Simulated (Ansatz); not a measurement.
# BGe (quartet): the correlation ladder, aug-cc-pVTZ

An exercise on one series of results from a longer session: the logs are not shown, and one member is left open.

Method: aug-cc-pVTZ, core rule «outside noble gas», up to 15 orbitals frozen; program: Ansatz 0.2.0, Gaussian basis.

Plan: UHF; CCSD(T) on ROHF; CCSD(T) on UHF; BCCD(T) on ROHF; CCSDT(Q) on ROHF; CCSDT(Q) on UHF; CASSCF and MRCISD+Q, 7 electrons in 8 orbitals; CASSCF and NEVPT2, 7 electrons in 8 orbitals.

5 further runs of the same task are left out: 1 that didn't finish, 4 set aside as unsound or not needed.

## The geometry

The geometry is a PBE0/def2-TZVPD stationary point (not a proven minimum) of the parent state, kept for this charge and spin. No spin-orbit coupling is included. The filled d shell of Ge may be among the frozen orbitals whatever the setting's name suggests; the logs give the count.

2 atoms, charge 0, spin multiplicity 4.

Atoms are counted from 1 here; the program's logs count them from 0.

Bond lengths: Ge1–B2 1.916 Å.

Set-up of the first run:

in.yaml reads:

```yaml
crystal:
  periodic: [false, false, false]
  atoms:
    - {symbol: Ge, position_ang: [0.000000, 0.000000, 0.000000]}
    - {symbol: B, position_ang: [0.000000, 0.000000, 1.915800]}
basis:
  gaussian: {orbitals: aug-cc-pVTZ}
magnetization: {spin_polarized: true, initial_magnetization: 3}
hamiltonian: {xc: hf}
output: {orbitals: {seedname: orbitals}}
```

The run is started by

```bash
$ ansatz run in.yaml --threads 1 --pin off --events-out ev --progress --plain --max-ram 4096MiB --backend cpu
```

Steps of the session up to this table: UHF; CCSD(T) on ROHF; CCSD(T) on UHF; BCCD(T) on ROHF; CCSDT(Q) on ROHF; CCSDT(Q) on UHF; CASSCF and MRCISD+Q, 7 electrons in 8 orbitals; CASSCF and NEVPT2, 7 electrons in 8 orbitals.

One table of the session follows, with a row left open; its other results are not shown here.

| method | from UCCSDT(Q) (meV) |
| --- | --- |
| ROHF | +4554.3 |
| UHF | +4504.4 |
| RMP2 | +1019.3 |
| UMP2 | +1025.8 |
| RCCSD | +335.6 |
| UCCSD | +327.5 |
| RCCSD(T) | +75.1 |
| UCCSD(T) | +68.5 |
| BCCD(T) | +73.0 |
| RCCSDT | +26.1 |
| UCCSDT | +19.2 |
| RCCSDT(Q) | +8.1 |
| UCCSDT(Q) | 0 |
| CASSCF valence | +2928.0 |
| NEVPT2 valence | ? |
| MRCISD valence | +196.2 |
| MRCISD+Q valence | +18.5 |

Q: Estimate the row for NEVPT2 valence from the others.

**Answer.** from UCCSDT(Q) (meV): +632.8. In the column «from UCCSDT(Q) (meV)» it lies between RCCSD (+335.6) and RMP2 (+1019.3).

Among the levels timed on like hardware and quicker than the yardstick, those that no quicker one beats, quickest first: NEVPT2 valence (4.7 s, +632.8 meV); MRCISD+Q valence (7 s, +18.5 meV).

To keep in mind: Of the multireference levels listed MRCISD+Q valence comes nearest in total energy (+18.5 meV), which doesn't show that its space is the better one. Restricted and unrestricted rows rest on different reference determinants; where their highest levels disagree by more than a few hundredths of an eV, they describe different states and don't form one ladder.
